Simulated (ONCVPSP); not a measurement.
# Zn: the cost of one run

Program: ONCVPSP 4.0.1.1 (patched build). Reference atom: PBEsol, scalar-relativistic, spherical and spin-unpolarised. All values are calculated.

## (1) Starting point

Typed settings, in words:

```json
{"element": "zinc (Zn, Z = 30)", "type": "optimised norm-conserving Vanderbilt (ONCV)", "frozen core": "[Ar]", "valence charge": "12", "reference configuration": "3d10 4s1 4p1", "partial waves": "4s: rc 2.25 bohr, ncon 4, nbas 7, qcut 2.6 1/bohr, 2 projectors, debl 0.9 Ha; 4p: rc 2.70 bohr, ncon 4, nbas 7, qcut 2.9 1/bohr, 2 projectors, debl 2.3 Ha; 3d: rc 1.50 bohr, ncon 4, nbas 9, qcut 8.7 1/bohr, 2 projectors, debl 1 Ha", "local potential": "polynomial inside 1.10 bohr (lpopt 5, dvloc0 0 Ha)", "core correction": "Teter function, fcfact 2.5, rcfact 1.55"}
```

## (2) Generation

Zn.dat reads:

```
# ATOM AND REFERENCE CONFIGURATION
# atsym  z   nc   nv     iexc    psfile
  Zn 30.00    5    3  -116133      upf
#
#   n    l    f
    1    0    2.00
    2    0    2.00
    2    1    6.00
    3    0    2.00
    3    1    6.00
    3    2   10.00
    4    0    1.00
    4    1    1.00
#
# PSEUDOPOTENTIAL AND OPTIMIZATION
# lmax
    2
#
#   l,   rc,      ep,       ncon, nbas, qcut
    0    2.25    0.00    4    7    2.60
    1    2.70    0.00    4    7    2.90
    2    1.50    0.00    4    9    8.70
#
# LOCAL POTENTIAL
# lloc, lpopt,  rc(5),   dvloc0
    4    5    1.10    0.00
#
# VANDERBILT-KLEINMAN-BYLANDER PROJECTORs
# l, nproj, debl
    0    2    0.90
    1    2    2.30
    2    2    1.00
#
# MODEL CORE CHARGE
# icmod, fcfact, rcfact
    3    2.50    1.55
#
# LOG DERIVATIVE ANALYSIS
# epsh1, epsh2, depsh
   -2.00    5.00    0.02
#
# OUTPUT GRID
# rlmax, drl
    6.00    0.01
#
# TEST CONFIGURATIONS
# ncnf
    4
# nvcnf
#   n    l    f
    3
    3    2   10.00
    4    0    2.00
    4    1    0.00
#
    3
    3    2   10.00
    4    0    1.00
    4    1    0.00
#
    3
    3    2   10.00
    4    0    0.00
    4    1    0.00
#
    3
    3    2    9.00
    4    0    2.00
    4    1    1.00
#
```

The run is started by

```console
oncvpsp.x < Zn.dat > Zn.out
```

**Question.** How long does this run take on 1 thread of Intel Xeon 6975P-C, shared host?

About 3.2 s.
